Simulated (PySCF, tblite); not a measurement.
# C3H9ClO2SSi: geometry, infrared bands and NMR shifts

Wanted: the infrared bands and NMR shifts of C3H9ClO2SSi (`C[C@H](C[SiH3])S(=O)(=O)Cl`), by calculation.

Programs: tblite 0.8.0 and PySCF 2.14.0, with density-fitted response routines of our own. Each step states its level of theory. These are calculated values for one molecule in the gas phase, unless marked as measured. Atoms count from 0, in the outputs and in this text.

### Step 1. Starting geometry

17 atoms, charge 0, multiplicity 1; geometry from: force field or distance geometry start.

Bonds of the start (Å): C0–C1 1.52, C1–C2 1.46, C2–Si3 1.85, C1–S4 1.75, S4–O5 1.50, S4–O6 1.52, S4–Cl7 2.06, C0–H8 1.11, C0–H9 1.11, C0–H10 1.11, C1–H11 1.14, C2–H12 1.13, C2–H13 1.14, Si3–H14 1.49, Si3–H15 1.48, Si3–H16 1.47.

### Step 2. Relaxing the molecule with GFN2-xTB

Job settings and geometry (Å):

```
{"job": {"kind": "relax", "xc": "GFN2-xTB", "basis": "xTB"}, "charge": 0, "multiplicity": 1}
C     -0.009800    -1.983200     0.046100
C      0.191600    -0.507900     0.370900
C     -1.025100     0.191700    -0.048600
Si    -1.076200     2.026100     0.217000
S      1.707400     0.038200    -0.304400
O      2.195300     1.336000     0.273300
O      2.750700    -0.992500     0.085700
Cl     1.739700     0.080500    -2.364400
H      0.917400    -2.576200     0.181200
H     -0.350700    -2.115800    -1.000700
H     -0.743900    -2.348600     0.793200
H      0.325300    -0.482600     1.497800
H     -1.931300    -0.249300     0.467000
H     -1.221600     0.012000    -1.153100
H     -2.386800     2.342200     0.839900
H     -0.031200     2.498600     1.156300
H     -1.057800     2.742900    -1.067100
```

The run is started by

```console
OMP_NUM_THREADS=1 python probes_run.py task.json out
```

One launch serves the whole session: the jobs run in the order shown.

**Question.** This job is followed by: GFN2-xTB harmonic vibrations, gas phase; GIAO PBE0/pcSseg-1 NMR shielding, non-relativistic, gas phase. What will the session give for the following? strongest single infrared mode (GFN2-xTB); zero-point energy (GFN2-xTB); 13C shifts against TMS (PBE0/pcSseg-1); 1H shifts against TMS (PBE0/pcSseg-1, means over atoms taken as alike); 29Si shifts against TMS (PBE0/pcSseg-1); 33S shifts against CS2 (PBE0/pcSseg-1); 17O shifts against H2O (PBE0/pcSseg-1); 35Cl shifts against HCl (PBE0/pcSseg-1).

The runs gave:

```
                                                              quantity                             value
                             strongest single infrared mode (GFN2-xTB)             1264 cm⁻¹, 467 km/mol
                                          zero-point energy (GFN2-xTB)                     73.7 kcal/mol
                                13C shifts against TMS (PBE0/pcSseg-1)              75.8, 19.9, 11.6 ppm
1H shifts against TMS (PBE0/pcSseg-1, means over atoms taken as alike)  4.00, 3.19, 1.66, 1.19, 1.12 ppm
                               29Si shifts against TMS (PBE0/pcSseg-1)                         -76.3 ppm
                                33S shifts against CS2 (PBE0/pcSseg-1)                           384 ppm
                                17O shifts against H2O (PBE0/pcSseg-1)                  302.2, 300.5 ppm
                               35Cl shifts against HCl (PBE0/pcSseg-1)                           502 ppm
```

The optimisation took 92 steps and gained 1.212 eV; among the close pairs (by a distance rule), S4–O6 changed most, from 1.518 to 1.428 Å. No mode is imaginary among the 45: a minimum at this level. The strongest single mode, at 1264 cm⁻¹, moves mainly S4 and O6. GFN2-xTB is a fitted tight-binding method: band positions and strengths are rough. Its intensities can rank the bands wrongly. At PBE0/pcSseg-1: Shielding is most anisotropic at Cl7 (span 907 ppm, paramagnetic term -700 ppm).
